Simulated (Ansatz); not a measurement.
# C₂H₆AlB: a ladder of functionals and wavefunction methods

Aim: compute C₂H₆AlB with functionals from several rungs and with coupled cluster, and see how far each lands from CCSD(T) at the basis-set limit for the atomisation energy.

The runs use Ansatz 0.2.0, Gaussian basis; functionals in def2-TZVPP, the program's frozen cores in correlated methods.

Levels to be run: LDA (SPW92), PBE-D4, revPBE-D4, BLYP-D4, r2SCAN-D4, B97M-V, PBE0-D4, B3LYP-D4, r2SCANh-D4, r2SCAN0-D4, HSE06-D4, BHLYP-D4, CAM-B3LYP-D4, LC-ωPBE, ωB97X-V, ωB97M-V, B2PLYP, PBE-QIDH; CCSD(T)/def2-SVP; CCSD(T)/def2-TZVPP; MP2/def2-QZVPP; extrapolation to the limit; RPA on PBE.

### Step 1. The geometry

The geometry comes from an earlier relaxation with PBE0-D4 in a triple-zeta def2 set; it is a stationary point, not always the lowest conformer.

SMILES `[AlH2][B]1CC1`, 10 atoms, charge 0, spin multiplicity 1.

Atoms are counted from 1 here; the program's logs count them from 0.

Bond lengths: Al1–B2 2.071 Å, Al1–H5 1.592 Å, Al1–H6 1.592 Å, B2–C3 1.550 Å, B2–C4 1.550 Å, C3–C4 1.505 Å, C3–H7 1.086 Å, C3–H8 1.086 Å, C4–H9 1.086 Å, C4–H10 1.086 Å. Angles: B2–Al1–H5 120.6°, B2–Al1–H6 120.6°, H5–Al1–H6 118.9°, Al1–B2–C3 150.9°, Al1–B2–C4 151.0°, C3–B2–C4 58.1°, B2–C3–C4 61.0°, B2–C3–H7 118.3°, B2–C3–H8 118.3°, C4–C3–H7 118.6°, C4–C3–H8 118.6°, H7–C3–H8 112.8°, B2–C4–C3 61.0°, B2–C4–H9 118.3°, B2–C4–H10 118.4°, C3–C4–H9 118.6°, C3–C4–H10 118.6°, H9–C4–H10 112.8°.

### Step 2. LDA

This LDA is Slater exchange with PW92 correlation.

The input, in.yaml:

```yaml
crystal:
  periodic: [false, false, false]
  atoms:
    - {symbol: Al, position_ang: [-1.502591, 1.226074, -1.064837]}
    - {symbol: B, position_ang: [-0.093828, 0.078186, -0.071671]}
    - {symbol: C, position_ang: [0.536165, -1.295574, 0.272085]}
    - {symbol: C, position_ang: [1.119560, -0.050299, 0.884074]}
    - {symbol: H, position_ang: [-1.199935, 1.799898, -2.518134]}
    - {symbol: H, position_ang: [-2.906153, 1.549236, -0.387690]}
    - {symbol: H, position_ang: [-0.024095, -1.974898, 0.908376]}
    - {symbol: H, position_ang: [1.102014, -1.811001, -0.498869]}
    - {symbol: H, position_ang: [2.088789, 0.295747, 0.536098]}
    - {symbol: H, position_ang: [0.963173, 0.131431, 1.943668]}
basis:
  gaussian: {orbitals: def2-TZVPP}
hamiltonian: {xc: lda}
output: {orbitals: {seedname: orbitals}}
```

Run with:

```sh
$ ansatz run in.yaml --threads 2 --pin off --events-out ev --progress --plain --max-ram 4352MiB
```

After this run come: PBE-D4 (GGA); revPBE-D4 (GGA); BLYP-D4 (GGA); r2SCAN-D4 (meta-GGA); B97M-V (meta-GGA); B3LYP-D4 (hybrid); r2SCANh-D4 (hybrid); r2SCAN0-D4 (hybrid); HSE06-D4 (hybrid); BHLYP-D4 (hybrid); CAM-B3LYP-D4 (range-separated); LC-ωPBE (range-separated); ωB97X-V (range-separated); ωB97M-V (range-separated); B2PLYP (double hybrid); PBE-QIDH (double hybrid); CCSD(T) in def2-SVP; CCSD(T) in def2-TZVPP; MP2 in def2-QZVPP; RPA on PBE orbitals.

Q: Predict the results of all the runs planned. Wanted: atomisation energy, CCSD(T)/CBS; farthest beyond LDA; mean size of error, GGA; mean size of error, meta-GGA; mean size of error, hybrid; mean size of error, range-separated; mean size of error, double hybrid; gap, smallest and largest; T1 diagnostic.

As calculated:

| quantity | value |
| --- | --- |
| atomisation energy, CCSD(T)/CBS | 3455.7 kJ/mol |
| functionals within 17.3 kJ/mol (0.5 %) | revPBE-D4, BLYP-D4, r2SCAN0-D4, PBE-QIDH |
| farthest beyond LDA | PBE-D4 (+75.0 kJ/mol) |
| mean size of error, GGA | 27.7 kJ/mol |
| mean size of error, meta-GGA | 59.7 kJ/mol |
| mean size of error, hybrid | 32.7 kJ/mol |
| mean size of error, range-separated | 32.4 kJ/mol |
| mean size of error, double hybrid | 17.6 kJ/mol |
| gap, smallest and largest | 3.29 eV (LDA (SPW92)), 10.46 eV (LC-ωPBE) |
| T1 diagnostic | 0.0113 |
| triples share of the correlation energy | 3.9 % |

**Reading.** LDA overbinds by 471.2 kJ/mol (14 %). PBE-D4 misses by +75.0 kJ/mol. Double hybrids carry the basis error of their MP2 part in triple zeta, and no dispersion term here, so their miss is partly the set-up's. Taken by rung, double hybrid functionals do best (17.6 kJ/mol on average) and meta-GGA ones worst beyond LDA (59.7 kJ/mol). The reference freezes the cores and leaves out relativity and excitations past (T), so misses under about 17.3 kJ/mol can't be ranked. Hartree-Fock recovers 76 % of the binding; the rest is correlation. CCSD(T) in def2-SVP is off by -134.6 kJ/mol, so the small basis spoils what the method gains. Orbital gaps span 3.3 to 10.5 eV; exact exchange widens them.
